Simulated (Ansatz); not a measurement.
**Si₅O₅+ (doublet): geometry and frequencies at several levels**

Wanted for Si₅O₅+ (doublet): geometry and frequencies at several levels. Charge +1. Spin multiplicity 2.

Method: the levels named in each step, in Ansatz 0.2.0.

## 1. The starting structure

Bond lengths: O1–Si2 1.633 Å, Si2–O3 1.684 Å, O3–Si4 1.582 Å, Si4–O5 1.650 Å, O5–Si6 1.593 Å, Si6–Si7 2.455 Å, Si4–O8 1.654 Å, Si7–O8 1.593 Å, Si4–O9 1.586 Å, O1–Si10 1.628 Å, O9–Si10 1.684 Å. Angles (14 of 15 angles, heavy atoms first): O1–Si2–O3 99.9°, Si2–O1–Si10 145.6°, Si2–O3–Si4 129.2°, O3–Si4–O5 110.4°, O3–Si4–O8 110.1°, O3–Si4–O9 116.1°, O5–Si4–O8 98.7°, O5–Si4–O9 110.1°, O8–Si4–O9 110.0°, Si4–O5–Si6 129.7°, O5–Si6–Si7 90.9°, Si6–Si7–O8 90.9°, Si4–O8–Si7 129.6°, Si4–O9–Si10 129.2°.

As a file:

```xyz
10

O     2.8253    0.3640   -0.0150
Si    2.5112   -0.9397    0.9162
O     0.8316   -0.9819    0.7979
Si   -0.1402   -0.0210    0.0003
O    -1.1186   -0.8950   -1.0010
Si   -2.7012   -1.0765   -0.9750
Si   -2.8748    0.3644    1.0045
O    -1.2972    0.5865    1.0138
O     0.5498    1.1583   -0.8052
Si    2.1848    1.5394   -0.9410
```

## 2. A rough first relaxation, PBE-D4/def2-SVP

input.yaml

```yaml
crystal:
  periodic: [false, false, false]
  atoms:
    - { symbol: O, position_ang: [2.82532, 0.364, -0.01497] }
    - { symbol: Si, position_ang: [2.5112, -0.93971, 0.91619] }
    - { symbol: O, position_ang: [0.83163, -0.98187, 0.79794] }
    - { symbol: Si, position_ang: [-0.14016, -0.02102, 0.00034] }
    - { symbol: O, position_ang: [-1.11864, -0.89501, -1.00102] }
    - { symbol: Si, position_ang: [-2.70118, -1.07649, -0.97505] }
    - { symbol: Si, position_ang: [-2.87475, 0.36441, 1.00448] }
    - { symbol: O, position_ang: [-1.2972, 0.5865, 1.01377] }
    - { symbol: O, position_ang: [0.54985, 1.15829, -0.80524] }
    - { symbol: Si, position_ang: [2.1848, 1.53941, -0.94098] }
magnetization:
  spin_polarized: true
  initial_magnetization: 1
total_charge: 1
basis:
  gaussian: { orbitals: def2-SVP }
hamiltonian:
  xc: pbe
  dispersion: d4
relax:
  f_tol: 0.03
  max_steps: 200
```

The run is started by

```console
> ansatz run input.yaml --threads 4 --pin off --max-ram 10240MiB --backend cpu --events-out ev --progress --plain --runs-dir out
```

After this run come: Relaxation, PBE0-D4/def2-TZVP; Relaxation, PBE0-D4/def2-SVP; Frequencies, PBE0-D4/def2-SVP.

**Question.** What will these runs give? Wanted: O1–Si2 at PBE0-D4/def2-SVP; O1–Si10 at PBE0-D4/def2-SVP; Si2–O3 at PBE0-D4/def2-SVP; frequencies at PBE0-D4/def2-SVP.

**Answer**, as computed:

| quantity | value |
| --- | --- |
| O1–Si2 at PBE0-D4/def2-SVP | 1.683 Å |
| O1–Si10 at PBE0-D4/def2-SVP | 1.683 Å |
| Si2–O3 at PBE0-D4/def2-SVP | 1.733 Å |
| frequencies at PBE0-D4/def2-SVP | 47 to 1088 cm⁻¹ |

What this shows: The O–Si distance spreads over 0.023 Å, from PBE0-D4/def2-TZVP (shortest) to PBE0-D4/def2-SVP. No mode is imaginary, so the geometry is a minimum.
